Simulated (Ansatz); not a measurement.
H₆SSi₃, SMILES [SiH3][SiH]1[SiH2]S1, an atomisation energy

Program: Ansatz's Python interface.

Run as a notebook:

**Cell 1**
```python
from collections import Counter

import ansatz as az
```

**Cell 2**
```python
def single_point(molecule, charge=0, unpaired=0):
    calc = (
        molecule.calculation()
        .basis(gaussian="cc-pVDZ")  # the orbital basis, by name
        .functional("PBE")
    )
    if charge:
        calc = calc.charge(charge)
    if unpaired:
        calc = calc.spin("collinear", total=unpaired)
    report = calc.run(threads=1, pin="off").report
    if report["published_state_doubts"]:
        print("  doubts:", report["published_state_doubts"])
    return report["free_energy_ev"]
```

**Cell 3**
```python
GEOMETRY = """
Si   -1.12620    1.31960    0.13090
Si   -0.09540   -0.30420   -0.92190
Si    1.42470   -1.16590    0.42020
S    -0.22050   -2.26410   -0.15070
H    -2.49920    1.62570   -0.51520
H    -0.38060    2.63500    0.02540
H    -1.35290    1.09090    1.56910
H     0.26970   -0.25190   -2.38330
H     1.40420   -0.90180    1.93960
H     2.65930   -1.83440   -0.11110
"""

h6ssi3 = az.Crystal.molecule()
for line in GEOMETRY.strip().splitlines():
    symbol, *xyz = line.split()
    h6ssi3 = h6ssi3.atom(symbol, [float(v) for v in xyz])
```

**Cell 4**
```python
# Hund ground states
unpaired = {"Si": 2, "S": 2, "H": 1}
counts = Counter(site.symbol for site in h6ssi3.cartesian_sites)
atom_energy = {s: single_point(az.Crystal.molecule().atom(s, (0, 0, 0)), 0, unpaired[s]) for s in counts}
whole = single_point(h6ssi3, 0, 0)
for s, e in atom_energy.items():
    print(f"{s:2s} x{counts[s]}  {e:14.5f} eV")
print(f"H6SSi3: {whole:.5f} eV")
split = sum(counts[s] * e for s, e in atom_energy.items()) - whole
print(f"atomisation energy (no zero-point term): {23.060548 * split:.1f} kcal/mol, {split / sum(counts.values()):.3f} eV an atom")
```
Output:
```text
Si x3     -7870.05275 eV
S  x1    -10828.23892 eV
H  x6       -13.56836 eV
H6SSi3: -34548.66929 eV
atomisation energy (no zero-point term): 665.6 kcal/mol, 2.886 eV an atom
```

665.6 kcal/mol from the electronic energies, without the zero-point term.

Total energies depend on the basis set; only differences at equal settings carry meaning. The geometry is a force-field or estimated start, not a minimum of this method, and the basis set is short of its limit. All parts are taken at fixed geometry, without zero-point energy. For Al to Cl the sets with a tight d function, cc-pV(X+d)Z, are usual. This functional overbinds, so such energies come out a few per cent too high (LDA far more). Finished in 3.7 s on 1 thread of Arm Neoverse V2 (shared host), peak memory 0.21 GiB.
